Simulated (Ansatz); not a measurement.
## AlF₂H₂N, SMILES [NH2][Al]([F])[F]: a rigid scan of one bond length, step by step

With the Ansatz DFT code, driven from Python.

Input file `alf2h2n.xyz`:
```text
6

N    -0.66940    0.87680   -0.01890
Al    0.20720   -0.74320    0.13000
F     1.66170   -0.84610    1.13230
F    -0.32060   -2.18710   -0.73990
H    -0.16610    1.62190    0.48850
H    -0.67080    1.21360   -1.03820
```

The cells in order, each with its output:

In [1]:
```python
import warnings

import ansatz as az
import numpy as np
```

In [2]:
```python
warnings.simplefilter("ignore", az.DeckWarning)
```

In [3]:
```python
system = az.Crystal.molecule_from_extxyz("alf2h2n.xyz")
```

In [4]:
```python
symbols = [site.symbol for site in system.cartesian_sites]
start = np.array([site.position_ang for site in system.cartesian_sites])
axis = (start[5] - start[0]) / np.linalg.norm(start[5] - start[0])
moving = [5]
lengths, energies = [0.945, 0.988, 1.031, 1.074, 1.116, 1.159, 1.202, 1.267], []
for length in lengths:
    xyz = start.copy()
    xyz[moving] += (length - np.linalg.norm(start[5] - start[0])) * axis
    point = az.Crystal.molecule()
    for symbol, place in zip(symbols, xyz):
        point = point.atom(symbol, place.tolist())
    setup = (
        point.calculation()
        .basis(gaussian="def2-SVP")
        .correlation("mp2")
    )
    summary = setup.run(threads=1).report
    energies.append(summary["free_energy_ev"])
    print(f"r = {length:6.3f} A  E = {energies[-1]:.5f} eV  <S^2> = {abs(summary['mean_field']['state']['spin_squared']):.3f}")
```
```text
r =  0.945 A  E = -13521.30339 eV  <S^2> = 0.000
r =  0.988 A  E = -13521.43203 eV  <S^2> = 0.000
r =  1.031 A  E = -13521.45724 eV  <S^2> = 0.000
r =  1.074 A  E = -13521.40343 eV  <S^2> = 0.000
r =  1.116 A  E = -13521.29287 eV  <S^2> = 0.000
r =  1.159 A  E = -13521.13503 eV  <S^2> = 0.000
r =  1.202 A  E = -13520.94374 eV  <S^2> = 0.000
r =  1.267 A  E = -13520.61121 eV  <S^2> = 0.000
```

In [5]:
```python
# quartic fit about the minimum
fit = np.polynomial.Polynomial.fit(lengths, np.array(energies) - min(energies), 4).convert()
roots = [r.real for r in fit.deriv().roots() if abs(r.imag) < 1e-9 and fit.deriv(2)(r.real) > 0]
r_e = min(roots, key=lambda r: abs(r - lengths[int(np.argmin(energies))]))
print(f"minimum of the fit at {r_e:.4f} A, force constant {fit.deriv(2)(r_e):.2f} eV/A^2")
```
```text
minimum of the fit at 1.0218 A, force constant 45.38 eV/A^2
```

Reading the output:
- These settings explore the input space; basis and method may be short of convergence.
- The rest of the molecule is held rigid at a force-field or estimated start geometry, and the basis set is modest; single-reference methods fail as a bond breaks.
- The orbitals are restricted, so S² is zero by construction.
- S² is that of the Hartree-Fock reference.
- Wall time of the script: 2.7 s on 1 thread of Intel(R) Xeon(R) 6975P-C (Granite Rapids), with other jobs on the host, peak memory 0.18 GiB.

(Lines on the test bed's own set-up are left out of the output.)
